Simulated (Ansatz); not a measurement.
Run this with Ansatz 0.2.0, Python API and show what comes out.

`run_methods.py`:
```python
"""FGe2H4 at several levels of theory."""

import logging
import sys

import ansatz as az

logging.basicConfig(stream=sys.stdout, format="%(levelname)s %(message)s")
log = logging.getLogger("ansatz_job")
log.setLevel(logging.INFO)

molecule = (
    az.Crystal.molecule()
    .atom("F", (-2.0872, -1.3608, 0.4249))
    .atom("Ge", (-0.5039, -1.3541, -0.2259))
    .atom("Ge", (0.3717, 0.8665, -0.2334))
    .atom("H", (0.4546, -2.258, 0.6575))
    .atom("H", (-0.4744, 1.7768, -1.1218))
    .atom("H", (0.4249, 1.4251, 1.2303))
    .atom("H", (1.8756, 0.8366, -0.7774))
)

calc = molecule.calculation()
calc = calc.basis(gaussian="def2-SVP").spin("collinear", total=1)

methods = ["mp2", "ccsd", "ccsd_t"]
batch = az.Session.batch([calc.correlation(m).input() for m in methods])
reports = sorted(batch.plan().execute().molecular_reports, key=lambda each: each["member"])
log.info(f"Hartree-Fock reference {reports[0]['reference_energy_ev'] / 27.211386246:.6f} Ha")
best = reports[-1]["free_energy_ev"] - reports[-1]["reference_energy_ev"]
for method, each in zip(methods, reports):
    gained = each["free_energy_ev"] - each["reference_energy_ev"]
    log.info(f"{method:8s} total {each['free_energy_ev'] / 27.211386246:.6f} Ha  correlation {gained:9.4f} eV  ({100 * gained / best:.1f} % of the last)")
```

```console
$ python run_methods.py
INFO Hartree-Fock reference -4251.889094 Ha
INFO mp2      total -4252.522225 Ha  correlation  -17.2284 eV  (95.3 % of the last)
INFO ccsd     total -4252.537631 Ha  correlation  -17.6476 eV  (97.6 % of the last)
INFO ccsd_t   total -4252.553700 Ha  correlation  -18.0848 eV  (100.0 % of the last)
```

These settings explore the input space; basis and method may be short of convergence. The geometry is a force-field or estimated start, not a minimum of this method, and the basis set is short of its limit. A lower total doesn't mark the better method: functionals have no common bound, and MP2 and coupled cluster aren't variational. The run takes the species as open-shell (spin multiplicity 2), which needn't be its ground state. Inner cores stay frozen; a filled d shell under the valence of the heavier atoms is correlated with it.
